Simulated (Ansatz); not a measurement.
# C3H7B: small, medium and large basis sets

One table from this session's results is given with a row withheld; the runs are named, their logs left out.

The runs use Ansatz 0.2.0, Gaussian basis; one geometry, several basis sets.

The runs, in order: PBE0-D4/def2-SVP; ωB97M-V/def2-SVP; PBE0-D4/def2-QZVPP; ωB97M-V/def2-QZVPP; the functionals' def2-TZVPP values are taken from earlier runs.

## The relaxed structure

All runs share one geometry, relaxed beforehand with PBE0-D4 in a triple-zeta def2 set.

SMILES `BC(=C)C`, 11 atoms, charge 0, spin multiplicity 1.

Atoms are counted from 1 here; the program's logs count them from 0.

Bond lengths: B1–C2 1.541 Å, B1–H5 1.199 Å, B1–H6 1.197 Å, C2–C3 1.342 Å, C2–C4 1.501 Å, C3–H7 1.089 Å, C3–H8 1.085 Å, C4–H9 1.094 Å, C4–H10 1.094 Å, C4–H11 1.093 Å. Angles: C2–B1–H5 121.4°, C2–B1–H6 119.3°, H5–B1–H6 119.2°, B1–C2–C3 117.3°, B1–C2–C4 121.4°, C3–C2–C4 121.2°, C2–C3–H7 122.5°, C2–C3–H8 120.8°, H7–C3–H8 116.7°, C2–C4–H9 110.8°, C2–C4–H10 110.7°, C2–C4–H11 112.3°, H9–C4–H10 106.3°, H9–C4–H11 108.3°, H10–C4–H11 108.2°.

Geometry (Å):

```xyz
11

B    -0.5441    1.3769    0.4991
C     0.0115   -0.0154    0.1438
C     0.3344   -0.8281    1.1617
C     0.1819   -0.4492   -1.2832
H    -0.8650    2.1578   -0.3518
H    -0.6595    1.6862    1.6500
H     0.7301   -1.8304    1.0064
H     0.2104   -0.5071    2.1904
H    -0.7703   -0.4023   -1.8192
H     0.8648    0.2215   -1.8126
H     0.5711   -1.4669   -1.3642
```

The first run:

Input file in.yaml:

```yaml
crystal:
  periodic: [false, false, false]
  atoms:
    - {symbol: B, position_ang: [-0.544057, 1.376938, 0.499101]}
    - {symbol: C, position_ang: [0.011468, -0.015370, 0.143819]}
    - {symbol: C, position_ang: [0.334399, -0.828099, 1.161734]}
    - {symbol: C, position_ang: [0.181885, -0.449228, -1.283205]}
    - {symbol: H, position_ang: [-0.864974, 2.157828, -0.351777]}
    - {symbol: H, position_ang: [-0.659485, 1.686164, 1.650026]}
    - {symbol: H, position_ang: [0.730077, -1.830420, 1.006420]}
    - {symbol: H, position_ang: [0.210396, -0.507091, 2.190416]}
    - {symbol: H, position_ang: [-0.770334, -0.402304, -1.819191]}
    - {symbol: H, position_ang: [0.864830, 0.221481, -1.812634]}
    - {symbol: H, position_ang: [0.571096, -1.466900, -1.364208]}
basis:
  gaussian: {orbitals: def2-SVP}
hamiltonian: {xc: pbe0, dispersion: d4}
output: {orbitals: {seedname: orbitals}}
```

Command:

```
$ ansatz run in.yaml --threads 2 --pin off --events-out ev --progress --plain --max-ram 4352MiB
```

Among the steps run: PBE0-D4 in def2-SVP; ωB97M-V in def2-SVP; PBE0-D4 in def2-QZVPP; ωB97M-V in def2-QZVPP.

One table of the session follows, with a row left open; its other results are not shown here.

It belongs to the step «Density functionals: the series». 

```
functional       basis  HOMO (eV)  LUMO (eV)
   PBE0-D4    def2-SVP      -7.90      -1.86
   PBE0-D4  def2-TZVPP          ?          ?
   PBE0-D4  def2-QZVPP      -7.93      -1.96
   ωB97M-V    def2-SVP     -10.08       0.23
   ωB97M-V  def2-TZVPP     -10.12       0.06
   ωB97M-V  def2-QZVPP     -10.13       0.01
```

Q: Estimate the row for PBE0-D4, def2-TZVPP from the others.

The run gave: HOMO (eV): -7.93; LUMO (eV): -1.94.
